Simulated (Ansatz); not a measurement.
**CH2ClFOSi: basis-set convergence**

How large a basis does CH2ClFOSi need? Two functionals are run in growing sets.

Method: one geometry, several basis sets; program: Ansatz 0.2.0, Gaussian basis.

Levels to be run: PBE0-D4/def2-SVP; ωB97M-V/def2-SVP; PBE0-D4/def2-QZVPP; ωB97M-V/def2-QZVPP; the functionals' def2-TZVPP values are taken from earlier runs.

### Step 1. The geometry

An earlier PBE0-D4 in a triple-zeta def2 set relaxation fixed the geometry.

SMILES `FC1(Cl)O[SiH2]1`, 7 atoms, charge 0, spin multiplicity 1.

Atoms are counted from 1 here; the program's logs count them from 0.

Bond lengths: F1–C2 1.344 Å, C2–Cl3 1.759 Å, C2–O4 1.395 Å, C2–Si5 1.818 Å, O4–Si5 1.691 Å, Si5–H6 1.476 Å, Si5–H7 1.475 Å. Angles: F1–C2–Cl3 108.8°, F1–C2–O4 112.4°, F1–C2–Si5 123.9°, Cl3–C2–O4 114.1°, Cl3–C2–Si5 124.7°, O4–C2–Si5 61.9°, C2–O4–Si5 71.4°, C2–Si5–O4 46.7°, C2–Si5–H6 121.7°, C2–Si5–H7 121.8°, O4–Si5–H6 115.7°, O4–Si5–H7 116.3°, H6–Si5–H7 115.1°.

### Step 2. PBE0-D4 in def2-SVP

Contents of in.yaml:

```yaml
crystal:
  periodic: [false, false, false]
  atoms:
    - {symbol: F, position_ang: [-0.309050, -1.230642, 1.517303]}
    - {symbol: C, position_ang: [0.262293, -0.694716, 0.425102]}
    - {symbol: Cl, position_ang: [1.854126, -1.410664, 0.208677]}
    - {symbol: O, position_ang: [-0.558260, -0.779308, -0.699959]}
    - {symbol: Si, position_ang: [-0.290459, 0.853911, -0.350738]}
    - {symbol: H, position_ang: [-1.459079, 1.599713, 0.155289]}
    - {symbol: H, position_ang: [0.561629, 1.593707, -1.301374]}
basis:
  gaussian: {orbitals: def2-SVP}
hamiltonian: {xc: pbe0, dispersion: d4}
output: {orbitals: {seedname: orbitals}}
```

Started as:

```bash
$ ansatz run in.yaml --threads 2 --pin off --events-out ev --progress --plain --max-ram 4352MiB
```

Further steps of the session: ωB97M-V in def2-SVP; PBE0-D4 in def2-QZVPP; ωB97M-V in def2-QZVPP.

Q: Predict the results of all the runs planned. Wanted: PBE0-D4: double and triple zeta above quadruple; ωB97M-V: double and triple zeta above quadruple.

**Answer**, as computed:

| quantity | value |
| --- | --- |
| PBE0-D4: double and triple zeta above quadruple | 15.24, 0.95 eV |
| ωB97M-V: double and triple zeta above quadruple | 15.28, 0.90 eV |

What this shows: For PBE0-D4 the step from double to triple zeta gains 14.29 eV and the next only 0.95 eV. Total energies overstate the basis error of differences, where much of it tends to cancel. The LUMO of ωB97M-V is positive and keeps falling with the basis (0.91 to 0.18 eV): an unbound level that the basis holds in place.
